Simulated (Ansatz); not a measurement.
# ZrH4Se4: geometry and vibrations

Aim: relax ZrH4Se4 from a cheap starting geometry, then compute its harmonic vibrations to see whether it is a minimum and to get the zero-point energy and entropy, and look at its orbitals and charge.

The runs use Ansatz 0.2.0, Gaussian basis; RKS PBE0-D4/def2-TZVP.

Plan: relaxation at PBE0-D4/def2-TZVP; harmonic vibrations at the same level; a single point in def2-TZVPP for the fields.

### Step 1. The starting structure

SMILES `[SeH][Zr]([SeH])([SeH])[SeH]`, 9 atoms, charge 0, spin multiplicity 1.

Atoms are counted from 1 here; the program's logs count them from 0.

Bond lengths: Se1–Zr2 2.532 Å, Se1–H6 1.431 Å, Zr2–Se3 2.529 Å, Zr2–Se4 2.533 Å, Zr2–Se5 2.540 Å, Se3–H7 1.433 Å, Se4–H8 1.432 Å, Se5–H9 1.434 Å. Angles: Zr2–Se1–H6 100.6°, Se1–Zr2–Se3 116.7°, Se1–Zr2–Se4 121.0°, Se1–Zr2–Se5 98.9°, Se3–Zr2–Se4 115.4°, Se3–Zr2–Se5 99.7°, Se4–Zr2–Se5 97.9°, Zr2–Se3–H7 100.8°, Zr2–Se4–H8 101.4°, Zr2–Se5–H9 101.9°.

The start is a GFN2-xTB geometry. Zr takes the def2 core potential; no spin-orbit term is included.

### Step 2. Relaxation at PBE0-D4/def2-TZVP

in.yaml reads:

```yaml
crystal:
  periodic: [false, false, false]
  atoms:
    - {symbol: Se, position_ang: [-0.607320, 0.146220, -2.730430]}
    - {symbol: Zr, position_ang: [-0.372150, -0.521380, -0.299380]}
    - {symbol: Se, position_ang: [-2.435110, -0.295420, 1.145460]}
    - {symbol: Se, position_ang: [1.252980, -2.332750, 0.403070]}
    - {symbol: Se, position_ang: [0.953360, 1.479270, 0.531140]}
    - {symbol: H, position_ang: [-0.972990, 1.522920, -2.592410]}
    - {symbol: H, position_ang: [-1.872310, 0.290530, 2.326210]}
    - {symbol: H, position_ang: [1.922460, -1.702070, 1.500980]}
    - {symbol: H, position_ang: [2.131080, 1.412680, -0.284640]}
basis:
  gaussian: {orbitals: def2-TZVP}
hamiltonian: {xc: pbe0, dispersion: d4}
relax: {f_tol: 0.005, max_steps: 150}
```

Command:

```
$ ansatz run in.yaml --threads 4 --pin off --events-out ev --progress --plain --max-ram 66560MiB --backend cuda --devices 0, --max-vram 37GiB
```

Further steps of the session: Force constants and modes; Orbitals, density and potential.

Q: Predict the results of all the runs planned. Wanted: point group; shift from the start; total energy; dispersion term; dipole moment; lowest, highest wavenumber; zero-point energy; HOMO, LUMO.

**Answer**, as computed:

```
                  quantity            value
               point group               C1
                     steps               23
shift from the start (rms)          0.528 Å
              total energy  -262718.7256 eV
           dispersion term         -347 meV
             dipole moment           0.87 D
lowest, highest wavenumber    44, 2406 cm⁻¹
         zero-point energy      79.0 kJ/mol
       entropy at 298.15 K  507.2 J/(mol K)
                HOMO, LUMO  -7.42, -2.51 eV
```

What this shows: The relaxed geometry lies 0.53 Å (rms) from the start; the bond that changed most is Se3–H7, from 1.433 to 1.479 Å. No mode is imaginary: a true minimum at this level. The stiffest mode, 2406 cm⁻¹, is an Se–H stretch, and 7 modes under 200 cm⁻¹ make the vibrational entropy uncertain. Harmonic hybrid wavenumbers usually lie a few per cent above measured fundamentals. The largest Mulliken charge, +0.93 e, sits on Zr2. The HOMO lies mostly on Se5 48 %; Se1, Se4 about 16 % each and the LUMO on Zr2 66 %; Se3, Se4 about 6 % each.
